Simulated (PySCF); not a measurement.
# C5H7NO2: magnetic properties

Aim: compute the magnetic properties of C5H7NO2 (`O=C/N=C1\CCOC1`).

Computed with PySCF 2.14.0 and routines of our own; the level stands in each step. Atoms count from 0.

## 1. The starting structure

15 atoms, charge 0, multiplicity 1; geometry from: GFN2-xTB.

## 2. Magnetic properties: GIAO B3LYP/pcSseg-1

The job: settings as JSON, then the geometry in Å.

```
{"job": {"kind": "mag", "xc": "B3LYP", "basis": "pcSseg-1", "isotopologues": 2}, "charge": 0, "multiplicity": 1}
O      3.330972     0.344321     0.797735
C      2.694187     0.099583    -0.192139
N      1.477302     0.587199    -0.502584
C      0.292346     0.349736    -0.183337
C     -0.251868    -0.753002     0.682711
C     -1.752229    -0.676825     0.384479
O     -2.006964     0.668812     0.027543
C     -0.887139     1.141676    -0.681572
H      3.120130    -0.453874    -1.055826
H      0.193493    -1.720188     0.456455
H     -0.037107    -0.509415     1.725690
H     -2.008835    -1.344863    -0.451150
H     -2.385945    -0.913052     1.238599
H     -1.001220     0.974445    -1.764657
H     -0.781538     2.213437    -0.503859
```

Level: GIAO B3LYP/pcSseg-1 magnetisability, rotational g tensor and spin-rotation constants, non-relativistic, gas phase.

Command:

```sh
> OMP_NUM_THREADS=1 python excited_run.py task.json out
```

The driver reads the jobs from task.json and runs them one after another.

The program printed:

```text
coarse grid: 13008 points
cycle   1  E = -399.5858901937  dE =  1.475e+00  |g| = 1.027e+00  |ddm| = 3.574e+00
cycle   2  E = -398.4551196917  dE =  1.131e+00  |g| = 2.488e+00  |ddm| = 2.902e+00
cycle   3  E = -399.7432348997  dE = -1.288e+00  |g| = 4.360e-01  |ddm| = 2.454e+00
cycle   4  E = -399.7792364060  dE = -3.600e-02  |g| = 1.948e-01  |ddm| = 4.950e-01
cycle   5  E = -399.7847585640  dE = -5.522e-03  |g| = 8.061e-02  |ddm| = 1.485e-01
cycle   6  E = -399.7861782510  dE = -1.420e-03  |g| = 2.321e-02  |ddm| = 7.034e-02
cycle   7  E = -399.7862826356  dE = -1.044e-04  |g| = 6.997e-03  |ddm| = 1.923e-02
cycle   8  E = -399.7862916111  dE = -8.975e-06  |g| = 2.223e-03  |ddm| = 5.900e-03
final grid: 127056 points
cycle   9  E = -399.8699555058  dE = -2.714e-05  |g| = 1.054e-02  |ddm| = 2.284e-02
cycle  10  E = -399.8699028779  dE =  5.263e-05  |g| = 1.960e-02  |ddm| = 2.049e-02
cycle  11  E = -399.8699758906  dE = -7.301e-05  |g| = 3.299e-03  |ddm| = 1.467e-02
cycle  12  E = -399.8699780060  dE = -2.115e-06  |g| = 4.441e-04  |ddm| = 2.299e-03
cycle  13  E = -399.8699780385  dE = -3.251e-08  |g| = 1.756e-04  |ddm| = 4.692e-04
cycle  14  E = -399.8699780441  dE = -5.574e-09  |g| = 5.275e-05  |ddm| = 1.380e-04
cycle  15  E = -399.8699780446  dE = -4.947e-10  |g| = 1.863e-05  |ddm| = 4.331e-05
converged SCF energy = -399.8699780446

Magnetisability tensor (1e-30 J/T^2)
     -829.64      -27.45       33.14
      -27.45    -1009.22        4.98
       33.14        4.98     -918.37
isotropic -919.07   principal values   -1014.39   -927.33   -815.51
isotropic susceptibility -55.348 1e-6 cm^3/mol

Inertial axes            a          b          c
rot. const./GHz      5.8859     1.1691     1.0425
chi total           -49.889    -59.084    -57.071
chi diamagnetic    -309.547  -1076.424  -1205.218
chi paramagnetic    259.658   1017.340   1148.147
quadrupole/D A      -16.024      9.576      6.448
g nuclear            0.6354     0.5391     0.5447
g electronic        -0.7180    -0.5588    -0.5623
g total             -0.0826    -0.0196    -0.0176

Spin-rotation constants (kHz, H = +C I.J)
atom  isotope        aa         bb         cc
  2    14N        1.757      0.222      0.099
  8     1H       -0.245     -0.100      0.071
  9     1H       -0.548     -0.061     -0.054
 10     1H       -0.625     -0.086     -0.001
 11     1H       -0.491     -0.125      0.040
 12     1H       -0.255     -0.049     -0.064
 13     1H       -0.623     -0.065      0.008
 14     1H       -0.641     -0.020     -0.025
  0    17O*      -3.588     -0.177     -0.650
  1    13C*       2.552      0.314      0.433
  3    13C*       2.828      0.536      0.242
  4    13C*       1.039      0.196      0.198
  5    13C*       1.490      0.201      0.277
  6    17O*      -0.309     -0.096     -0.138
  7    13C*       1.193      0.292      0.268
* in the singly substituted isotopologue

Isotopologues: g along a, b, c
2H    at 8,9,10,11,12,1    -0.0657    -0.0185    -0.0164
18O   at 0                 -0.0817    -0.0187    -0.0169
```

Run time: 70 s. Hardware: 1 thread of AMD EPYC, shared host; peak memory 0.95 GiB.

From this job:

```tsv
quantity	value
magnetisability	-919·10⁻³⁰ J/T²
molar susceptibility	-55.3·10⁻⁶ cm³/mol
rotational g (a, b, c)	-0.0826, -0.0196, -0.0176
```

Orbitals, density, ELF and potential are computed afterwards from the orbital file.

Frontier orbitals at B3LYP/pcSseg-1, with the share of their density that lies nearest to each atom:

```tsv
orbital	energy (eV)	lies on
HOMO	-7.10	O0 46 %; N2 24 %; H8 7 %
LUMO	-1.37	C3 39 %; N2 26 %
```

ELF in a plane through or near 7 of the atoms.

Values, 10 rows by 14 columns:
```
0.00 0.00 0.00 0.00 0.00 0.00 0.00 0.00 0.00 0.00 0.00 0.00 0.00 0.00
0.00 0.00 0.00 0.00 0.00 0.00 0.00 0.01 0.01 0.00 0.00 0.00 0.00 0.00
0.00 0.00 0.00 0.00 0.02 0.04 0.01 0.31 0.28 0.01 0.00 0.00 0.00 0.00
0.00 0.00 0.00 0.03 0.64 0.87 0.05 0.44 0.28 0.31 0.53 0.02 0.00 0.00
0.00 0.00 0.07 0.42 0.68 0.41 0.55 0.95 0.63 0.52 0.81 0.07 0.00 0.00
0.00 0.02 0.30 0.63 0.16 0.57 0.55 0.90 0.48 0.44 0.16 0.01 0.00 0.00
0.00 0.01 0.45 0.43 0.40 0.01 0.34 0.22 0.82 0.84 0.99 0.50 0.00 0.00
0.00 0.00 0.01 0.03 0.01 0.00 0.26 0.37 0.08 0.16 0.80 0.04 0.00 0.00
0.00 0.00 0.00 0.00 0.00 0.00 0.00 0.01 0.00 0.00 0.00 0.00 0.00 0.00
0.00 0.00 0.00 0.00 0.00 0.00 0.00 0.00 0.00 0.00 0.00 0.00 0.00 0.00
```
The map spans 11.8 Å across and 9.5 Å up, centred on the molecule. Atoms in the plane (x, y in Å): C1 (-2.7, -0.1), N2 (-1.5, 0.6), C3 (-0.3, 0.4), C4 (0.3, -1.0), C5 (1.8, -0.6), O6 (2.0, 0.7), C7 (0.8, 1.4).

log10 of the density (e/Å³) in the same plane.

Ten even steps from ' ' (-4.0) to '@' (1.5):
```
                                                        
                                                        
                        ....::::::::..                  
                      ..::::--------::..                
              ..::::::::--==++++++==--::..              
          ..::::--========++******++====--::            
      ..::::--==++++**++++**##%%##****++++--::          
      ::----==++**######****##@@########**==--..        
    ..--==++++**####@@############%%%%%%**++--..        
    ::==++**##%%####%%####@@##****##%%##**==--..        
  ..::==++**##%%####****######****####**++==--::        
  ..::==++**####**++++++**##@@%%####%%##**++--::..      
    ::--==++++++++======**##%%##########**++--::..      
    ..::==========----==++**##****++******==--::        
      ..::::::::::::::--==++++++==========--::..        
            ..........::--====----------::::..          
                      ..::::::::::......                
                          ......                        
                                                        
                                                        
```
The map spans 11.8 Å across and 9.5 Å up, centred on the molecule. Atoms in the plane (x, y in Å): C1 (-2.7, -0.1), N2 (-1.5, 0.6), C3 (-0.3, 0.4), C4 (0.3, -1.0), C5 (1.8, -0.6), O6 (2.0, 0.7), C7 (0.8, 1.4).

On the surface of density 0.002 e/bohr³ the electrostatic potential runs, from the 1st to the 99th percentile, from -1.83 V near O0 to 1.33 V near H11.

## 3. Magnetic properties: GIAO B97-D/cc-pVDZ in chloroform

The job, as its differences from that of step 2:

```diff
@@ -1,2 +1,2 @@
-{"job": {"kind": "mag", "xc": "B3LYP", "basis": "pcSseg-1", "isotopologues": 2}, "charge": 0, "multiplicity": 1}
+{"job": {"kind": "mag", "xc": "B97-D", "basis": "cc-pVDZ", "solvent": "chloroform"}, "charge": 0, "multiplicity": 1}
 O      3.330972     0.344321     0.797735
```

With the program's defaults for keys left out, this is: GIAO B97-D/cc-pVDZ magnetisability, non-relativistic, IEF-PCM chloroform.

The program printed:

```text
coarse grid: 13008 points
cycle   1  E = -399.4156277952  dE =  1.323e+00  |g| = 1.054e+00  |ddm| = 7.772e+00
cycle   2  E = -397.0040228676  dE =  2.412e+00  |g| = 2.977e+00  |ddm| = 4.994e+00
cycle   3  E = -399.4277044237  dE = -2.424e+00  |g| = 9.004e-01  |ddm| = 4.260e+00
cycle   4  E = -399.6279234996  dE = -2.002e-01  |g| = 1.810e-01  |ddm| = 1.321e+00
cycle   5  E = -399.6217696477  dE =  6.154e-03  |g| = 2.466e-01  |ddm| = 5.521e-01
cycle   6  E = -399.6354174648  dE = -1.365e-02  |g| = 4.637e-02  |ddm| = 3.471e-01
cycle   7  E = -399.6359138799  dE = -4.964e-04  |g| = 1.277e-02  |ddm| = 8.688e-02
cycle   8  E = -399.6359518742  dE = -3.799e-05  |g| = 3.267e-03  |ddm| = 2.329e-02
cycle   9  E = -399.6359538572  dE = -1.983e-06  |g| = 1.373e-03  |ddm| = 6.050e-03
final grid: 127056 points
cycle  10  E = -399.6553887861  dE = -6.208e-05  |g| = 8.206e-03  |ddm| = 6.972e-02
cycle  11  E = -399.6552964302  dE =  9.236e-05  |g| = 2.258e-02  |ddm| = 3.619e-02
cycle  12  E = -399.6554022973  dE = -1.059e-04  |g| = 2.077e-03  |ddm| = 2.635e-02
cycle  13  E = -399.6554031367  dE = -8.394e-07  |g| = 6.105e-04  |ddm| = 3.374e-03
cycle  14  E = -399.6554032128  dE = -7.615e-08  |g| = 1.655e-04  |ddm| = 9.678e-04
cycle  15  E = -399.6554032186  dE = -5.787e-09  |g| = 6.341e-05  |ddm| = 2.986e-04
cycle  16  E = -399.6554032194  dE = -8.221e-10  |g| = 1.470e-05  |ddm| = 9.764e-05
converged SCF energy = -399.6554032194

Magnetisability tensor (1e-30 J/T^2)
     -816.79      -23.94       32.53
      -23.94     -986.26        5.16
       32.53        5.16     -902.25
isotropic -901.77   principal values    -990.69   -911.24   -803.37
isotropic susceptibility -54.306 1e-6 cm^3/mol

Inertial axes            a          b          c
rot. const./GHz      5.8859     1.1691     1.0425
chi total           -49.108    -57.861    -55.948
chi diamagnetic    -307.129  -1074.522  -1203.065
chi paramagnetic    258.021   1016.662   1147.116
quadrupole/D A      -16.466     10.010      6.455
```

Run time: 43 s. Hardware: 1 thread of AMD EPYC, shared host; peak memory 0.56 GiB.

Key values:

```tsv
quantity	value
magnetisability	-902·10⁻³⁰ J/T²
molar susceptibility	-54.3·10⁻⁶ cm³/mol
```

## 4. Outcome

| quantity | value |
| --- | --- |
| magnetisability (step 2, GIAO B3LYP/pcSseg-1) | -919·10⁻³⁰ J/T² |
| molar susceptibility (step 2, GIAO B3LYP/pcSseg-1) | -55.3·10⁻⁶ cm³/mol |
| rotational g (a, b, c) (step 2, GIAO B3LYP/pcSseg-1) | -0.0826, -0.0196, -0.0176 |
| surface potential, 1st and 99th percentile | -1.83 V and 1.33 V |

**Reading.** At B3LYP/pcSseg-1, counted by nearest atom on the grid, the HOMO lies on O0 46 %; N2 24 %, the LUMO on C3 39 %; N2 26 %. Vibrational averaging and real surroundings are missing from these values.
